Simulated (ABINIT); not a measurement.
# NbTe (P-6m2) in ABINIT: further runs

One crystal, NbTe, is run at these levels: LDA, PBEsol; tasks: relaxation of cell and atoms.

Everything below comes from runs of ABINIT 10.8.3 (patched build). Logs are shortened: lines on timing, memory, paths and dates and some standing lists are left out, and cuts for length are marked. The log counts tension as positive stress, the text compression.

### 1 Starting point

It takes space group P-6m2 (No. 187, hexagonal). Conventional cell: a = 3.703 Å, b = 3.703 Å, c = 3.694 Å, α = 90.00°, β = 90.00°, γ = 120.00°. Te (site symmetry -6m2) has 6 Nb at 2.83 Å as nearest neighbours. Around Nb (site symmetry -6m2) lie 6 Te at 2.83 Å.

The cell comes from a database or a generator and needn't be the stable form of this composition.

### 2 Relaxation of cell and atoms, LDA

The input, run.abi:

```
# Pseudopotentials
pp_dirpath "./"
pseudos "Te.LDA_PW-JTH.xml, Nb.LDA_PW-JTH.xml"

# Structure
acell 6.9976074372 6.9976074372 6.9810470366
rprim
     1.0000000000     0.0000000000     0.0000000000
    -0.5000000000     0.8660254038     0.0000000000
     0.0000000000     0.0000000000     1.0000000000
ntypat 2
znucl 52 41
natom 2
typat 1 2
xcart
     3.4988037189     2.0200352686     0.0000000000
     0.0000000000     0.0000000000     3.4905235183
chkprim 0
chksymtnons 0
tolsym 1.0e-6

# Plane-wave basis
ecut 16.0
pawecutdg 32.0

# k points
kptopt 1
ngkpt 8 8 7
nshiftk 1
shiftk 0.0 0.0 0.0

# Exchange and correlation
ixc 7

# Bands and occupations
nband 14
occopt 3
tsmear 0.05 eV

# SCF cycle
nstep 100
tolvrs 1.0e-9

# Output
iomode 3
prtwf 0
prtden 0
prteig 0
prtebands 0

# Relaxation
ionmov 2
ntime 60
tolmxf 5.0e-5
optcell 2
dilatmx 1.08
ecutsm 0.5
```

Potentials or basis: JTH PAW LDA v2.0.

On the command line:

```
> abinit run.abi > log 2>&1
```

run.abo:

```text
.Version 10.8.3 of ABINIT
 Symmetries : space group P-6 m 2 (#187); Bravais hP (primitive hexag.)
================================================================================
 Values of the parameters that define the memory need of the present run
     intxc =       0    ionmov =       2      iscf =      17    lmnmax =      18
     lnmax =       6     mgfft =      30  mpssoang =       3    mqgrid =    3001
     natom =       2  nloc_mem =       2    nspden =       1   nspinor =       1
    nsppol =       1      nsym =      12    n1xccc =       1    ntypat =       2
    occopt =       3   xclevel =       1
       mpw =        1151          nfft =       27000          nkpt =          40
 PAW method is used; the additional fine FFT grid is defined by:
   mgfftf=        40    nfftf =     64000
================================================================================
================================================================================

--------------------------------------------------------------------------------
------------- Echo of variables that govern the present computation ------------
--------------------------------------------------------------------------------
 -outvars: echo values of preprocessed input variables --------
            acell      6.9976074372E+00  6.9976074372E+00  6.9810470366E+00 Bohr
              amu      1.27600000E+02  9.29063800E+01
          chkprim           0
      chksymtnons           0
          dilatmx      1.08000000E+00
             ecut      1.60000000E+01 Hartree
           ecutsm      5.00000000E-01 Hartree
           ionmov           2
              ixc           7
         kptrlatt        8    0    0      0    8    0      0    0    7
          kptrlen      4.88673293E+01
            natom           2
            nband          14
            ngfft          30      30      30
          ngfftdg          40      40      40
             nkpt          40
            nstep         100
             nsym          12
            ntime          60
           ntypat           2
           occopt           3
          optcell           2
        pawecutdg      3.20000000E+01 Hartree
           prtden           0
        prtebands           0
           prteig           0
            prtwf           0
            rprim      1.0000000000E+00  0.0000000000E+00  0.0000000000E+00
                      -5.0000000000E-01  8.6602540380E-01  0.0000000000E+00
                       0.0000000000E+00  0.0000000000E+00  1.0000000000E+00
          spgroup         187
           tolsym      1.00000000E-06
           tolvrs      1.00000000E-09
           tsmear      1.83746611E-03 Hartree
            typat      1  2
           useylm           1
           xangst      1.8514871922E+00  1.0689566286E+00  0.0000000000E+00
                       1.5875324092E-10 -1.1201140672E-10  1.8471054988E+00
            xcart      3.4988037189E+00  2.0200352686E+00  0.0000000000E+00
                       3.0000014694E-10 -2.1167088167E-10  3.4905235183E+00
             xred      6.6666666669E-01  3.3333333330E-01  0.0000000000E+00
                       2.5407527933E-11 -3.4928578548E-11  5.0000000000E-01
            znucl       52.00000   41.00000

================================================================================

 chkinp: Checking input parameters for consistency.

================================================================================
== DATASET  1 ==================================================================

--- !DatasetInfo
iteration_state: {dtset: 1, }
dimensions: {natom: 2, nkpt: 40, mband: 14, nsppol: 1, nspinor: 1, nspden: 1, mpw: 1151, }
cutoff_energies: {ecut:  16.0, pawecutdg:  32.0, }
electrons: {nelect:   1.90000000E+01, charge:   0.00000000E+00, occopt:   3.00000000E+00, tsmear:   1.83746611E-03, }
meta: {optdriver: 0, ionmov: 2, optcell: 2, iscf: 17, paral_kgb: 0, }
...

 Exchange-correlation functional for the present dataset will be:
  LDA: Perdew-Wang 92 LSD fit to Ceperley-Alder data - ixc=7
  J.P.Perdew and Y.Wang, PRB 45, 13244 (1992)

 Real(R)+Recip(G) space primitive vectors, cartesian coordinates (Bohr,Bohr^-1):
 R(1)=  6.9976074  0.0000000  0.0000000  G(1)=  0.1429060  0.0825068  0.0000000
 R(2)= -3.4988037  6.0601058  0.0000000  G(2)=  0.0000000  0.1650136  0.0000000
 R(3)=  0.0000000  0.0000000  6.9810470  G(3)=  0.0000000  0.0000000  0.1432450
 Unit cell volume ucvol=  2.9603997E+02 bohr^3
 Angles (23,13,12)=  9.00000000E+01  9.00000000E+01  1.20000000E+02 degrees

 Coarse grid specifications (used for wave-functions):

 getcut: wavevector=  0.0000  0.0000  0.0000  ngfft=  30  30  30
         ecut(hartree)=     18.662   => boxcut(ratio)=   2.20620

 getcut : COMMENT -
  Note that boxcut > 2.2 ; recall that boxcut=Gcut(box)/Gcut(sphere) = 2
  is sufficient for exact treatment of convolution.
  Such a large boxcut is a waste : you could raise ecut
  e.g. ecut=   22.708897 Hartrees makes boxcut=2

 Fine grid specifications (used for densities):

 getcut: wavevector=  0.0000  0.0000  0.0000  ngfft=  40  40  40
         ecut(hartree)=     37.325   => boxcut(ratio)=   2.07848

--- Pseudopotential description ------------------------------------------------
- pspini: atom type   1  psp file is ./Te.LDA_PW-JTH.xml
 Pseudopotential format is: paw10
 basis_size (lnmax)=  4 (lmn_size=  8), orbitals=   0   0   1   1
 Spheres core radius: rc_sph= 2.31107438
 Shapefunction is SIN type: shapef(r)=[sin(pi*r/rshp)/(pi*r/rshp)]**2
 Radius for shape functions =  2.10488624
 Compensation charge density is not taken into account in XC energy/potential

- pspini: atom type   2  psp file is ./Nb.LDA_PW-JTH.xml
 Pseudopotential format is: paw10
 basis_size (lnmax)=  6 (lmn_size= 18), orbitals=   0   0   1   1   2   2
 Spheres core radius: rc_sph= 2.22094190
 Shapefunction is BESSEL type: shapef(r,l)=aa(1,l)*jl(q(1,l)*r)+aa(2,l)*jl(q(2,l)*r)
 Radius for shape functions =  1.90969629
 Compensation charge density is not taken into account in XC energy/potential

   2.36558057E+03                                ecore*ucvol(ha*bohr**3)
--------------------------------------------------------------------------------

================================================================================

=== [ionmov= 2] Broyden-Fletcher-Goldfarb-Shanno method (forces)
================================================================================

--- Iteration: ( 1/60) Internal Cycle: (1/1)
--------------------------------------------------------------------------------

---SELF-CONSISTENT-FIELD CONVERGENCE--------------------------------------------

--- !BeginCycle
iteration_state: {dtset: 1, itime: 1, icycle: 1, }
solver: {iscf: 17, nstep: 100, nline: 4, wfoptalg: 10, }
tolerances: {tolvrs: 1.00E-09, }
...

     iter   Etot(hartree)      deltaE(h)  residm     nres2
 ETOT  1  -66.016220689224    -6.602E+01 8.337E-01 5.030E+00
 ETOT  2  -66.166503109705    -1.503E-01 3.051E-02 1.221E+00
 ETOT  3  -66.165320452228     1.183E-03 2.041E-03 1.958E-01
 ETOT  4  -66.165134268526     1.862E-04 1.034E-03 1.571E-03
 ETOT  5  -66.165137177044    -2.909E-06 1.916E-04 6.118E-04
 ETOT  6  -66.165136307850     8.692E-07 6.827E-05 3.712E-05
 ETOT  7  -66.165136200369     1.075E-07 1.196E-04 2.046E-06
 ETOT  8  -66.165136201943    -1.574E-09 3.868E-05 5.962E-07
 ETOT  9  -66.165136199620     2.323E-09 6.594E-05 3.902E-08
 ETOT 10  -66.165136199517     1.029E-10 2.044E-05 2.459E-10
[... 826 lines left out ...]
 Gradient of E wrt nuclear positions in reduced coordinates (gred)
 -0.00000000000000E+00 -0.00000000000000E+00 -0.00000000000000E+00
 -0.00000000000000E+00 -0.00000000000000E+00 -0.00000000000000E+00
 Scale of Primitive Cell (acell) [bohr]
  6.84198992037617E+00  6.84198992046838E+00  6.90872447254968E+00
 Real space primitive translations (rprimd) [bohr]
  6.84198992037617E+00  0.00000000000000E+00  0.00000000000000E+00
 -3.42099496018808E+00  5.92533708358930E+00  0.00000000000000E+00
  0.00000000000000E+00  0.00000000000000E+00  6.90872447254968E+00
 Unitary Cell Volume (ucvol) [Bohr^3]=  2.80087266229596E+02
 Angles (23,13,12)= [degrees]
  9.00000000000000E+01  9.00000000000000E+01  1.19999999999554E+02
 Lengths [Bohr]
  6.84198992037617E+00  6.84198992046838E+00  6.90872447254968E+00
 Stress tensor in cartesian coordinates (strten) [Ha/bohr^3]
  1.40398060712033E-08  0.00000000000000E+00  0.00000000000000E+00
  0.00000000000000E+00  1.40387224033256E-08  0.00000000000000E+00
  0.00000000000000E+00  0.00000000000000E+00  7.49802195609828E-08
 Total energy (etotal) [Ha]= -6.61670300507690E+01

 Difference of energy with previous step (new-old):
           Absolute (Ha)=-1.45051E-08
           Relative     =-2.19219E-10

 At Broyd/MD step   9, gradients are converged :
  max grad (force/stress) = 7.4980E-06 < tolmxf= 5.0000E-05 ha/bohr (free atoms)

================================================================================

 ----iterations are completed or convergence reached----

 Mean square residual over all n,k,spin=   46.064E-13; max=  24.400E-10
 reduced coordinates (array xred) for    2 atoms
       0.666666666692      0.333333333298      0.000000000000
       0.000000000025     -0.000000000035      0.500000000000
 rms dE/dt=  2.4874E-27; max dE/dt=  4.3082E-27; dE/dt below (all hartree)
    1       0.000000000000      0.000000000000      0.000000000000
    2       0.000000000000      0.000000000000      0.000000000000

 cartesian coordinates (angstrom) at end:
    1      1.81031257047264     1.04518444969938     0.00000000000000
    2      0.00000000015522    -0.00000000010952     1.82796977240045

 cartesian forces (hartree/bohr) at end:
    1      0.00000000000000     0.00000000000000    -0.00000000000000
    2      0.00000000000000     0.00000000000000    -0.00000000000000
 frms,max,avg= 0.0000000E+00 0.0000000E+00   0.000E+00  0.000E+00  0.000E+00 h/b

 cartesian forces (eV/Angstrom) at end:
    1      0.00000000000000     0.00000000000000    -0.00000000000000
    2      0.00000000000000     0.00000000000000    -0.00000000000000
 frms,max,avg= 0.0000000E+00 0.0000000E+00   0.000E+00  0.000E+00  0.000E+00 e/A
 length scales=  6.841989920376  6.841989920468  6.908724472550 bohr
              =  3.620625140635  3.620625140684  3.655939544801 angstroms
 Fermi (or HOMO) energy (hartree) =   0.08347   Average Vxc (hartree)=  -0.43133
 Eigenvalues (hartree) for nkpt=  40  k points:
 kpt#   1, nband= 14, wtk=  0.00223, kpt=  0.0000  0.0000  0.0000 (reduced coord)
  -1.95358   -1.08188   -1.07323   -1.07323   -0.45825   -0.03785   -0.03561   -0.03561
  -0.00924    0.09135    0.09135    0.17915    0.17915    0.19826
      occupation numbers for kpt#   1
   2.00000    2.00000    2.00000    2.00000    2.00000    2.00000    2.00000    2.00000
   2.00000    0.02695    0.02695    0.00000    0.00000    0.00000
 prteigrs : prtvol=0 or 1, do not print more k-points.

--- !EnergyTerms
iteration_state     : {dtset: 1, itime: 9, icycle: 1, }
comment             : Components of total free energy in Hartree
kinetic             :  1.56291600507770E+01
hartree             :  1.30300457035340E+01
xc                  : -1.06656257877549E+01
Ewald energy        : -5.33128713025158E+01
psp_core            :  8.44586974309652E+00
local_psp           : -5.23158862786055E+01
PAW spherical_terms :  1.30226654944082E+01
internal            : -6.61666423770606E+01
'-kT*entropy'       : -3.84774392419996E-04
total_energy        : -6.61670271514530E+01
total_energy_eV     : -1.80049653256650E+03
...

--- !EnergyTermsDC
iteration_state     : {dtset: 1, itime: 9, icycle: 1, }
comment             : '"Double-counting" decomposition of free energy'
band_energy         : -1.16793815179137E+01
Ewald energy        : -5.33128713025158E+01
psp_core            :  8.44586974309652E+00
xc_dc               : -1.28695309289424E+01
PAW spherical_terms :  3.24926872989882E+00
internal            : -6.61666452763766E+01
'-kT*entropy'       : -3.84774392419996E-04
total_energy_dc     : -6.61670300507690E+01
total_energy_dc_eV  : -1.80049661146091E+03
...

--- !EnergyTermsWithPAWCore
iteration_state     : {dtset: 1, itime: 9, icycle: 1, }
comment             : 'Components of total free energy, including PAW core contributions'
Total energy        : -1.06049612308774E+04
Total energy DC     : -1.06049612337767E+04
Total energy (eV)   : -2.88575696177059E+05
Total energy DC (eV): -2.88575696255954E+05
...

 Cartesian components of stress tensor (hartree/bohr^3)
  sigma(1 1)=  1.40398061E-08  sigma(3 2)=  0.00000000E+00
  sigma(2 2)=  1.40387224E-08  sigma(3 1)=  0.00000000E+00
  sigma(3 3)=  7.49802196E-08  sigma(2 1)=  0.00000000E+00

-Cartesian components of stress tensor (GPa)         [Pressure= -1.0107E-03 GPa]
- sigma(1 1)=  4.13065356E-04  sigma(3 2)=  0.00000000E+00
- sigma(2 2)=  4.13033473E-04  sigma(3 1)=  0.00000000E+00
- sigma(3 3)=  2.20599422E-03  sigma(2 1)=  0.00000000E+00

== END DATASET(S) ==============================================================
================================================================================

 -outvars: echo values of variables after computation  --------
            acell      6.8419899204E+00  6.8419899205E+00  6.9087244725E+00 Bohr
           etotal     -6.6167030051E+01
            fcart      0.0000000000E+00  0.0000000000E+00 -0.0000000000E+00
                       0.0000000000E+00  0.0000000000E+00 -0.0000000000E+00
            rprim      1.0000000000E+00  0.0000000000E+00  0.0000000000E+00
                      -4.9999999999E-01  8.6602540379E-01  0.0000000000E+00
                       0.0000000000E+00  0.0000000000E+00  1.0000000000E+00
           strten      1.4039806071E-08  1.4038722403E-08  7.4980219561E-08
                       0.0000000000E+00  0.0000000000E+00  0.0000000000E+00
           xangst      1.8103125705E+00  1.0451844497E+00  0.0000000000E+00
                       1.5522277921E-10 -1.0952042146E-10  1.8279697724E+00
             xred      6.6666666669E-01  3.3333333330E-01  0.0000000000E+00
                       2.5407527933E-11 -3.4928578548E-11  5.0000000000E-01
 Calculation completed.
```

It took 1.8 min on 1 thread of Arm Neoverse V2, shared host; peak memory 0.1 GiB.

What came out:

- Free energy: -1800.4966 eV
- Relaxed volume: 20.75 Å³/atom
- Relaxed cell: a = 3.621 Å, b = 3.621 Å, c = 3.656 Å, α = 90.00°, β = 90.00°, γ = 120.00°
- Space group after relaxing (to 0.05 Å): P-6m2 (No. 187)
- Energy gained by relaxing: 25.8 meV/atom
- Ionic steps: 9
- Pressure after relaxing: 0.0 GPa
- Band gap on the k mesh: none (metal or under the smearing width)
- Valence electrons inside the program's atomic spheres: Te 3.28; Nb 10.21

The path:
```
step  energy change (eV)  largest force (eV/Å)  pressure (GPa)  volume (Å³)
   1              0.0000                0.0000           -6.72        43.87
   2             -0.0310                0.0000           -4.31        42.97
   3             -0.0500                0.0000            0.40        41.48
   4             -0.0504                0.0000           -0.01        41.59
   5             -0.0509                0.0000           -0.26        41.64
   6             -0.0514                0.0000           -0.31        41.61
   7             -0.0515                0.0000           -0.13        41.54
   8             -0.0515                0.0000           -0.02        41.51
   9             -0.0515                0.0000            0.00        41.50
```

Final structure:
```xyz
2
Lattice="3.6206 0.0000 0.0000 -1.8103 3.1356 0.0000 0.0000 0.0000 3.6559" Properties=species:S:1:pos:R:3 pbc="T T T"
Te    1.8103    1.0452    0.0000
Nb    0.0000    0.0000    1.8280
```

### 3 Relaxation of cell and atoms, PBEsol

Changes to run.abi since step 2:

```diff
@@ -2,3 +2,3 @@
 pp_dirpath "./"
-pseudos "Te.LDA_PW-JTH.xml, Nb.LDA_PW-JTH.xml"
+pseudos "Te.GGA_PBE-JTH.xml, Nb.GGA_PBE-JTH.xml"
 
@@ -24,2 +24,3 @@
 pawecutdg 32.0
+pawxcdev 0
 
@@ -32,3 +33,3 @@
 # Exchange and correlation
-ixc 7
+ixc -116133
```

Potentials or basis: JTH PAW PBE v2.0.

On the command line:

```
> abinit run.abi > log 2>&1
```

Wall time 1.9 min (1 thread of Arm Neoverse V2, shared host); peak memory 0.12 GiB.

It converged, with:

```
Free energy                                           : -1792.6183 eV
Relaxed volume                                        : 21.14 Å³/atom
Relaxed cell                                          : a = 3.642 Å, b = 3.642 Å, c = 3.681 Å, α = 90.00°, β = 90.00°, γ = 120.00°
Space group after relaxing (to 0.05 Å)                : P-6m2 (No. 187)
Energy gained by relaxing                             : 11.2 meV/atom
Ionic steps                                           : 7
Pressure after relaxing                               : 0.0 GPa
Band gap on the k mesh                                : none (metal or under the smearing width)
Valence electrons inside the program's atomic spheres : Te 3.24; Nb 10.19
```

Step by step:
```tsv
step	energy change (eV)	largest force (eV/Å)	pressure (GPa)	volume (Å³)
1	0.0000	0.0000	-4.32	43.87
2	-0.0128	0.0000	-2.75	43.29
3	-0.0211	0.0000	0.18	42.31
4	-0.0214	0.0000	0.05	42.34
5	-0.0222	0.0000	-0.20	42.36
6	-0.0223	0.0000	-0.08	42.31
7	-0.0223	0.0000	-0.01	42.28
```

Final structure:
```
Te Nb
1.0
     3.64192    0.00000    0.00000
    -1.82096    3.15400    0.00000
     0.00000    0.00000    3.68123
Te Nb
1 1
Direct
  0.66667 0.33333 0.00000
  0.00000 0.00000 0.50000
```

Levels at points of the mesh, in eV from the Fermi level:
| k point | band 7 | band 8 | band 9 | band 10 | band 11 | band 12 | band 13 | band 14 |
| --- | --- | --- | --- | --- | --- | --- | --- | --- |
| (0.00, 0.00, 0.00) | -3.18 | -3.18 | -2.53 | 0.21 | 0.21 | 2.55 | 2.55 | 3.04 |
| (0.50, 0.00, 0.00) | -4.08 | -2.86 | -2.60 | -0.25 | 1.36 | 1.66 | 3.07 | 3.88 |

Caveat: the PAW data sets were made with another functional, which shifts forces and pressure a little.

### 4 The reference run

An earlier run on the cell as given: functional PBE; potentials or basis JTH PAW PBE v2.0; cutoff 435 eV; k mesh 8 × 8 × 7; occupations fermi-dirac, width 0.05 eV; no spin polarisation.

- Pressure: -0.1 GPa
- Band gap on the k mesh: none (metal or under the smearing width)
- Valence electrons inside the program's atomic spheres: Te 3.20; Nb 10.17

### 5 The runs side by side

```csv
task,level,potentials or basis,cell,cell freedom (optcell),cutoff smearing ecutsm (Ha),optimiser (ionmov),force stop (Ha/bohr),gap on the mesh (eV),pressure (GPa),relaxed volume (Å³/atom)
relaxation of cell and atoms,LDA,JTH PAW LDA v2.0,relaxed,2,0.5,2,5e-05,none,0.0,20.75
relaxation of cell and atoms,PBEsol,JTH PAW PBE v2.0,relaxed,2,0.5,2,5e-05,none,0.0,21.14
single point,PBE,JTH PAW PBE v2.0,as given,-,-,-,-,none,-0.1,-
```

Alike in all rows: no spin polarisation; k mesh 8 × 8 × 7; cutoff (eV) 435; smearing fermi-dirac 0.05 eV.

Caveats: the PAW data sets were made with another functional, which shifts forces and pressure a little (some runs).

Total energies depend on the potentials used, so only differences within one code and one set of settings carry meaning.
